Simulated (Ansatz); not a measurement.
**AsH2OSi−: a rigid scan of the bond length As3–H4**

One table from this session's results is given with a row withheld; the runs are named, their logs left out.

Computed with Ansatz 0.2.0, Gaussian basis. Level: single points in def2-TZVPPD.

Levels: PBE-D4, r2SCAN-D4, PBE0-D4, B3LYP-D4, wB97M-V, Hartree-Fock, MP2, CCSD, CCSD(T). The scan takes 1.313, 1.358, 1.424, 1.500, 1.586, 1.677, 1.775, 1.877, 1.984 Å.

Cores are frozen in the correlated methods. Filled d shells of the heavier atoms are correlated. B3LYP uses VWN-RPA correlation.

183 further runs of the same task are left out: 183 set aside as unsound or not needed.

### Starting geometry

The minimum, relaxed at PBE0-D4: 5 atoms, charge -1, spin multiplicity 1.

Atoms are counted from 1 here; the program's logs count them from 0.

Bond lengths: O1–Si2 1.550 Å, As3–H4 1.526 Å, As3–H5 1.532 Å. Angles: H4–As3–H5 92.1°.

As a file:

```xyz
5
AsH2OSi
O    -0.4466   -1.7641    1.5114
Si    0.4388   -0.4931    1.4463
As    0.4155    0.1851   -1.0773
H    -1.0954    0.4008   -1.0536
H     0.6877    1.6713   -0.8268
```

Energies of the minimum (eV), from earlier single points: PBE-D4 -70786.30095, r2SCAN-D4 -70799.38225, PBE0-D4 -70788.45236, B3LYP-D4 -70803.40635, wB97M-V -70796.79724, CCSD(T) -70747.30492.

At the minimum the bond length As3–H4 is 1.526 Å.

The first run:

Input file pbe-tzvppd/in.yaml:

```yaml
crystal:
  periodic: [false, false, false]
  atoms:
    - {symbol: O, position_ang: [-0.446613, -1.764090, 1.511420]}
    - {symbol: Si, position_ang: [0.438792, -0.493136, 1.446348]}
    - {symbol: As, position_ang: [0.415544, 0.185072, -1.077335]}
    - {symbol: H, position_ang: [-0.884115, 0.370648, -1.056944]}
    - {symbol: H, position_ang: [0.687652, 1.671328, -0.826804]}
basis:
  gaussian: {orbitals: "def2-TZVPPD.json"}
total_charge: -1
hamiltonian: {xc: pbe, dispersion: d4}
output: {forces: true}
```

r2scan-tzvppd/in.yaml, as changes to pbe-tzvppd/in.yaml:

```diff
-hamiltonian: {xc: pbe, dispersion: d4}
+hamiltonian: {xc: r2scan, dispersion: d4}
```

pbe0-tzvppd/in.yaml:

```diff
-hamiltonian: {xc: pbe, dispersion: d4}
-output: {forces: true}
+hamiltonian: {xc: pbe0, dispersion: d4}
+output: {forces: true, orbitals: {seedname: orbitals}}
```

b3lyp-tzvppd/in.yaml:

```diff
-hamiltonian: {xc: pbe, dispersion: d4}
+hamiltonian: {xc: {name: B3LYP}, dispersion: d4}
```

wb97mv-tzvppd/in.yaml:

```diff
-hamiltonian: {xc: pbe, dispersion: d4}
-output: {forces: true}
+hamiltonian: {xc: {name: wB97M-V}}
```

ccsdt-tzvppd/in.yaml:

```diff
-hamiltonian: {xc: pbe, dispersion: d4}
-output: {forces: true}
+correlation: {method: ccsd_t}
```

The basis file named in the input lies beside it (Basis Set Exchange, JSON).

Each run has its own folder and the same command.

Command:

```
$ ansatz run in.yaml --threads 2 --pin off --events-out ev --progress --plain --max-ram 4352MiB
```

Among the steps run: As3–H4 = 1.313 Å; As3–H4 = 1.358 Å; As3–H4 = 1.424 Å; As3–H4 = 1.500 Å; As3–H4 = 1.586 Å; As3–H4 = 1.677 Å; As3–H4 = 1.775 Å; As3–H4 = 1.877 Å; As3–H4 = 1.984 Å.

One table of the session follows, with a row left open; its other results are not shown here.

Energies less that of the minimum at the same level (kcal/mol):

```
bond length (Å)  PBE-D4  PBE0-D4  B3LYP-D4  wB97M-V  Hartree-Fock
          1.313    13.6     12.7      12.8     12.3          12.5
          1.358     8.0      7.3       7.4      7.0           7.0
          1.424     2.9      2.4       2.5      2.2           2.2
          1.500     0.3      0.1       0.2      0.1           0.1
1.526 (minimum)     0.0      0.0       0.0      0.0           0.0
          1.586       ?        ?         ?        ?             ?
          1.677     2.8      3.6       3.3      3.9           4.3
          1.775     7.2      8.6       8.0      8.9           9.8
          1.877    12.7     14.8      13.9     15.3          16.7
          1.984    19.0     21.8      20.3     22.6          24.6
```

**Question.** Estimate the row for bond length (Å) = 1.586.

As computed: PBE-D4: 0.3; PBE0-D4: 0.7; B3LYP-D4: 0.6; wB97M-V: 0.8; Hartree-Fock: 0.9.

Limits of these values: A polynomial through the near points puts the CCSD(T) minimum 0.004 Å below the PBE0-D4 value.
